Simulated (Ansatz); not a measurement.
Crystal: MnCoGe.

```
CELL_PARAMETERS angstrom
4.09114 0.00000 0.00000
-2.04557 3.54303 0.00000
0.00000 0.00000 5.14388
ATOMIC_POSITIONS crystal
Ge 0.33333 0.66667 0.25000
Ge 0.66667 0.33333 0.75000
Co 0.66667 0.33333 0.25000
Co 0.33333 0.66667 0.75000
Mn 0.00000 0.00000 0.50000
Mn 0.00000 0.00000 0.00000
```

The cell is a database's computed one.

```yaml
Program: Ansatz 0.2.0
Task: relaxation of cell and atoms
Functional: PBEsol
Potentials_or_basis: Ansatz PAW
Cutoff: "420 eV (not typed: the program's choice for these potentials)"
k_mesh: 8 × 8 × 5
Occupations: fermi-dirac, width 0.05 eV
Spin: collinear spin, ferromagnetic start
Starting_moments: "[0.0, 0.0, 2.0, 2.0, 4.0, 4.0] μB"
```

At the start: volume 12.43 Å³/atom.

Problem. Where does the relaxation end?

Solution. It ends after 5 steps and the volume is 11.71 Å³/atom (-5.8 %); space group P6_3/mmc (No. 194, to 0.05 Å); moment 5.66 μB per cell.

Step by step:
| step | energy change (eV) | largest force (eV/Å) | volume (Å³) |
| --- | --- | --- | --- |
| 1 | 0.0000 | 0.0000 | 74.56 |
| 2 | -0.1296 | 0.0000 | 71.46 |
| 3 | -0.1425 | 0.0000 | 70.01 |
| 4 | -0.1428 | 0.0000 | 70.24 |
| 5 | -0.1408 | 0.0000 | 70.24 |

Final structure:
```cif
data_structure
_symmetry_space_group_name_H-M 'P 1'
_symmetry_Int_Tables_number 1
_cell_length_a 4.0221
_cell_length_b 4.0221
_cell_length_c 5.0137
_cell_angle_alpha 90.000
_cell_angle_beta 90.000
_cell_angle_gamma 120.000
_cell_volume 70.24
loop_
_atom_site_label
_atom_site_type_symbol
_atom_site_fract_x
_atom_site_fract_y
_atom_site_fract_z
_atom_site_occupancy
Ge1 Ge 0.33333 0.66667 0.25000 1
Ge2 Ge 0.66667 0.33333 0.75000 1
Co1 Co 0.66667 0.33333 0.25000 1
Co2 Co 0.33333 0.66667 0.75000 1
Mn1 Mn 0.00000 0.00000 0.50000 1
Mn2 Mn 0.00000 0.00000 0.00000 1
```

Caveat: the plane-wave basis is chosen anew once the cell has moved, so the energies of steps on either side of that aren't comparable; the PAW data sets come from PBE, with cores solved anew for the run's functional, which leaves a small shift of forces and pressure.
